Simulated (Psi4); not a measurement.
**doublet InCl2F+: levels of theory compared**

We compute a comparison of 3 runs (UHF/3-21G, U-wB97X-V/def2-SVP, UHSE06/def2-SVP) of doublet InCl2F+. 

The results are computed with Psi4 1.11.

6 further runs of the same task are left out: 4 that didn't finish, 2 set aside as unsound or not needed.

### Step 1. The system as given

InCl2F+ has 4 atoms, charge +1, and is taken as a doublet. As SMILES of the parent species, `[F][In]([Cl])[Cl]`. Geometry: relaxed at PBE0-D4/def2-TZVP. That shape belongs to the parent species and isn't relaxed for this state.

Bond lengths: F1–In2 1.926 Å, In2–Cl3 2.285 Å, In2–Cl4 2.285 Å. Angles: F1–In2–Cl3 117.6°, F1–In2–Cl4 117.6°, Cl3–In2–Cl4 124.8°.

### Step 2. Energy and forces at UHF/3-21G (run 1)

calc.in reads:

```
memory 2200 MB

molecule system {
  1 2
  F      0.230900     0.992100     1.678900
  In     0.019100     0.009200     0.035600
  Cl     1.200200    -1.933300    -0.195800
  Cl    -1.394700     0.871700    -1.539000
  symmetry c1
}

set reference uhf
set puream true
set e_convergence 1e-09
set d_convergence 1e-08
set scf_type pk
set maxiter 100

e, wfn = gradient('hf/3-21G', return_wfn=True)
oeprop(wfn, 'LOWDIN_CHARGES', 'MAYER_INDICES', 'MULLIKEN_CHARGES')
print_variables()
```

Started as:

```console
$ psi4 calc.in calc.out -n 1
```

calc.out:

```text
[...]
  Running in c1 symmetry.
[...]
  Nuclear repulsion =  589.579900213441874
[...]
  Multiplicity = 2
[...]
  Nalpha       = 46
  Nbeta        = 45
[...]
    Number of basis functions: 66
[...]
   @UHF iter   1: -6727.68601961570857   -3.02766e+00   9.61567e-03 ADIIS/DIIS
[...]
   @UHF iter  22: -6727.95555860863351   -1.09139e-11   5.67964e-09 DIIS
[...]
   @S^2 Observed:                8.516313061E-01
[...]
    Orbital Energies [Eh]
    ---------------------
    Alpha Occupied:
       1A   -992.038388     2A   -149.007179     3A   -138.439101
       4A   -138.438469     5A   -138.437703     6A   -104.405343
       7A   -104.405297     8A    -29.889346     9A    -26.280655
      10A    -25.431489    11A    -25.429232    12A    -25.426307
      13A    -17.832897    14A    -17.832233    15A    -17.830170
      16A    -17.829023    17A    -17.828721    18A    -10.797982
      19A    -10.797868    20A     -8.272483    21A     -8.272422
      22A     -8.255713    23A     -8.255673    24A     -8.254289
      25A     -8.254136    26A     -5.334616    27A     -3.809112
      28A     -3.804860    29A     -3.799376    30A     -1.677015
      31A     -1.465941    32A     -1.461806    33A     -1.435518
      34A     -1.426155    35A     -1.416271    36A     -1.368493
[...]
  @UHF Final Energy: -6727.95555860863351
   => Energetics <=
    Nuclear Repulsion Energy =            589.5799002134418743
    One-Electron Energy =              -10449.8791348499089509
    Two-Electron Energy =                3132.3436760278332258
    Total Energy =                      -6727.9555586086335097
  UHF NO Occupations:
  HONO-2 :   44  A 1.9997433
  HONO-1 :   45  A 1.9484870
[...]
 Multipole Moments:
 ------------------------------------------------------------------------------------
     Multipole            Electronic (a.u.)      Nuclear  (a.u.)        Total (a.u.)
 ------------------------------------------------------------------------------------
 L = 1.  Multiply by 2.5417464519 to convert [e a0] to [Debye]
 Dipole X            :          0.2438857           -0.3650676           -0.1211819
 Dipole Y            :          1.1309087           -1.6944204           -0.5635118
 Dipole Z            :          1.8922550           -2.8337105           -0.9414555
 Magnitude           :                                                    1.1038882
[...]
  -Total Gradient:
     Atom            X                  Y                   Z
    ------   -----------------  -----------------  -----------------
       1        0.003325815583     0.015437332816     0.025806205782
       2       -0.009896613949    -0.046028700930    -0.076919644736
       3       -0.024129574082     0.044934358128     0.011370958271
       4        0.030700372468    -0.014342989943     0.039742480679
[...]
  Mulliken Charges: (a.u.)
   Center  Symbol    Alpha    Beta     Spin     Total
       1     F     4.72755  4.73542 -0.00787 -0.46297
       2    IN    23.61175 23.87028 -0.25853  1.51798
       3    CL     8.83035  8.19710  0.63325 -0.02746
       4    CL     8.83035  8.19719  0.63316 -0.02754
   Total alpha = 46.00000, Total beta = 45.00000, Total charge =  1.00000
  Lowdin Charges: (a.u.)
   Center  Symbol    Alpha    Beta     Spin     Total
       1     F     4.69454  4.70198 -0.00744 -0.39652
       2    IN    23.82694 24.01938 -0.19244  1.15368
[...]
```

It took 5.1 s on 1 thread of Intel Xeon Platinum 8259CL at 2.50GHz (Skylake/Cascade Lake), shared host; peak memory 0.22 GiB.

### Step 3. A single-point energy at U-wB97X-V/def2-SVP (core potential) (run 2)

cl2fin.dat reads:

```
memory 2.2 GB

molecule {
  1 2
  F
  In 1 1.926496
  Cl 2 2.285137 1 117.59728
  Cl 2 2.285192 1 117.59429 3 -179.99539
  symmetry c1
  no_reorient
  no_com
}

set {
  reference            uks
  puream               true
  e_convergence        1e-09
  d_convergence        1e-08
  scf_type             pk
  dft_radial_points    99
  dft_spherical_points 590
  maxiter              100
}

energy("wb97x-v/def2-SVP")
```

Started as:

```console
$ psi4 -i cl2fin.dat -o cl2fin.out -n 1
```

cl2fin.out:

```text
[...]
    !!!  WARNING: ECP capability is in beta. Please check occupations closely.  !!!
[...]
  Running in c1 symmetry.
[...]
  Nuclear repulsion =  299.904196486732303
[...]
  Multiplicity = 2
[...]
  Nalpha       = 32
  Nbeta        = 31
[...]
    Number of basis functions: 76
[...]
   @UKS iter   1: -1209.37818248618419   -9.21134e-01   6.12363e-03 ADIIS/DIIS
[...]
   @UKS iter  35: -1209.48295783201843   -1.36197e-10   6.55441e-09 DIIS
[...]
   @S^2 Observed:                7.711761231E-01
[...]
    Orbital Energies [Eh]
    ---------------------
    Alpha Occupied:
       1A   -101.789931     2A   -101.789495     3A    -24.912070
       4A     -9.852250     5A     -9.851817     6A     -7.616658
       7A     -7.616202     8A     -7.606959     9A     -7.606526
      10A     -7.602082    11A     -7.601659    12A     -5.083496
      13A     -3.497295    14A     -3.493127    15A     -3.488419
      16A     -1.416598    17A     -1.249024    18A     -1.243562
      19A     -1.182759    20A     -1.178325    21A     -1.170791
      22A     -1.161586    23A     -1.157963    24A     -0.812271
      25A     -0.739943    26A     -0.737310    27A     -0.720773
      28A     -0.708672    29A     -0.694900    30A     -0.684519
      31A     -0.670751    32A     -0.666666
[...]
  @UKS Final Energy: -1209.48295783201843
   => Energetics <=
    Nuclear Repulsion Energy =            299.9041964867323031
    One-Electron Energy =               -2327.1903420595303942
    Two-Electron Energy =                 879.1281151890926822
    DFT Exchange-Correlation Energy =     -61.5809384143973233
    Empirical Dispersion Energy =           0.0000000000000000
    VV10 Nonlocal Energy =                  0.2560109660841832
    Total Energy =                      -1209.4829578320184282
[...]
 Multipole Moments:
 ------------------------------------------------------------------------------------
     Multipole            Electronic (a.u.)      Nuclear  (a.u.)        Total (a.u.)
 ------------------------------------------------------------------------------------
 L = 1.  Multiply by 2.5417464519 to convert [e a0] to [Debye]
 Dipole X            :          0.0018954           -0.0018540            0.0000414
 Dipole Y            :          0.0035545            0.0011830            0.0047376
 Dipole Z            :        -11.6674585           13.0385119            1.3710534
 Magnitude           :                                                    1.3710616
[...]
```

Run time: 2.3 min. Hardware: 1 thread of Intel Xeon Platinum 8259CL at 2.50GHz (Skylake/Cascade Lake), shared host; peak memory 0.66 GiB.

### Step 4. Energy and forces at UHSE06/def2-SVP (core potential) (run 3)

calc.in reads:

```
memory 2200 MB

molecule {
  1 2
  F
  In 1 r2
  Cl 2 r3 1 a3
  Cl 2 r4 1 a4 3 d4

  r2 = 1.926496
  r3 = 2.285137
  a3 = 117.59728
  r4 = 2.285192
  a4 = 117.59429
  d4 = -179.99539
  symmetry c1
  no_reorient
  no_com
}

set basis def2-SVP
set reference uks
set puream true
set e_convergence 1e-09
set d_convergence 1e-08
set scf_type pk
set dft_radial_points 99
set dft_spherical_points 590
set maxiter 100

e, wfn = gradient('hse06', return_wfn=True)
oeprop(wfn, 'WIBERG_LOWDIN_INDICES', 'MULLIKEN_CHARGES', 'LOWDIN_CHARGES')
print_variables()
```

Started as:

```console
$ psi4 calc.in calc.out -n 1
```

calc.out:

```text
[...]
    !!!  WARNING: ECP capability is in beta. Please check occupations closely.  !!!
[...]
  Running in c1 symmetry.
[...]
  Nuclear repulsion =  299.904196486732303
[...]
  Multiplicity = 2
[...]
  Nalpha       = 32
  Nbeta        = 31
[...]
    Number of basis functions: 76
[...]
   @UKS iter   1: -1209.25133817958249   -5.97889e-01   6.10200e-03 DIIS/ADIIS
[...]
   @UKS iter  23: -1209.33986983842988   -1.70530e-11   3.22339e-09 DIIS
[...]
   @S^2 Observed:                7.570963200E-01
[...]
    Orbital Energies [Eh]
    ---------------------
    Alpha Occupied:
       1A   -101.965661     2A   -101.965643     3A    -24.911657
       4A     -9.808505     5A     -9.808489     6A     -7.549113
       7A     -7.549090     8A     -7.541768     9A     -7.541752
      10A     -7.535876    11A     -7.535859    12A     -4.997961
      13A     -3.397339    14A     -3.393675    15A     -3.389438
      16A     -1.308061    17A     -1.128566    18A     -1.123851
      19A     -1.066886    20A     -1.062756    21A     -1.055415
      22A     -1.045228    23A     -1.041405    24A     -0.701569
      25A     -0.636005    26A     -0.630694    27A     -0.616267
      28A     -0.599697    29A     -0.587690    30A     -0.585355
      31A     -0.564855    32A     -0.562151
[...]
  @UKS Final Energy: -1209.33986983842988
   => Energetics <=
    Nuclear Repulsion Energy =            299.9041964867323031
    One-Electron Energy =               -2327.4417176188499070
    Two-Electron Energy =                 882.0759164805816681
    DFT Exchange-Correlation Energy =     -63.8782651868938984
    Empirical Dispersion Energy =           0.0000000000000000
    VV10 Nonlocal Energy =                  0.0000000000000000
    Total Energy =                      -1209.3398698384296495
[...]
 Multipole Moments:
 ------------------------------------------------------------------------------------
     Multipole            Electronic (a.u.)      Nuclear  (a.u.)        Total (a.u.)
 ------------------------------------------------------------------------------------
 L = 1.  Multiply by 2.5417464519 to convert [e a0] to [Debye]
 Dipole X            :          0.0018878           -0.0018540            0.0000338
 Dipole Y            :         -0.0009821            0.0011830            0.0002009
 Dipole Z            :        -11.6497156           13.0385119            1.3887963
 Magnitude           :                                                    1.3887964
[...]
  -Total Gradient:
     Atom            X                  Y                   Z
    ------   -----------------  -----------------  -----------------
       1       -0.000000705307    -0.000001220386    -0.005264099144
       2       -0.000000570421    -0.000005351947     0.038541053793
       3       -0.000000257404     0.022653352746    -0.016623313465
       4        0.000001552610    -0.022646805665    -0.016616983033
[...]
  Mulliken Charges: (a.u.)
   Center  Symbol    Alpha    Beta     Spin     Total
       1     F     4.67511  4.67200  0.00311 -0.34712
       2    IN     9.95999 10.02086 -0.06087  1.01915
       3    CL     8.68243  8.15361  0.52882  0.16396
       4    CL     8.68247  8.15353  0.52894  0.16400
   Total alpha = 32.00000, Total beta = 31.00000, Total charge =  1.00000
  Lowdin Charges: (a.u.)
   Center  Symbol    Alpha    Beta     Spin     Total
       1     F     4.61177  4.60759  0.00418 -0.21936
       2    IN    10.26349 10.29815 -0.03466  0.43835
[...]
```

It took 62 s on 1 thread of Intel Xeon Platinum 8259CL at 2.50GHz (Skylake/Cascade Lake), shared host; peak memory 0.65 GiB.

### Step 5. Overview of the runs

| run | level | task | core potential | energy (Eh) | HOMO energy (eV) | LUMO energy (eV) | ⟨S²⟩ | wall time |
| --- | --- | --- | --- | --- | --- | --- | --- | --- |
| 1 | UHF/3-21G | gradient | none | -6727.955559 | -16.95 | -10.93 | 0.852 | 5.1 s |
| 2 | U-wB97X-V/def2-SVP (core potential) | energy | def2 | -1209.482958 | -16.94 | -12.53 | 0.771 | 2.3 min |
| 3 | UHSE06/def2-SVP (core potential) | gradient | def2 | -1209.339870 | -14.86 | -14.39 | 0.757 | 62 s |

### Step 6. What came out

```
                                 quantity           value
                      run 3: total energy  -1209.33987 Eh
run 3: HOMO energy (highest over α and β)       -14.86 eV
 run 3: LUMO energy (lowest over α and β)       -14.39 eV
                              run 3: ⟨S²⟩           0.757
          run 3: largest force on an atom      1.982 eV/Å
```

**Reading.** Totals of different functionals can't be ranked against each other. Some runs of one species differ in core potentials or relativity; totals across that change don't compare. In run 1 relativity is left out where basis or elements ask for it. Spin contamination of the reference: run 1 ⟨S²⟩ = 0.85. All runs together took 3.4 min, the longest 2.3 min.
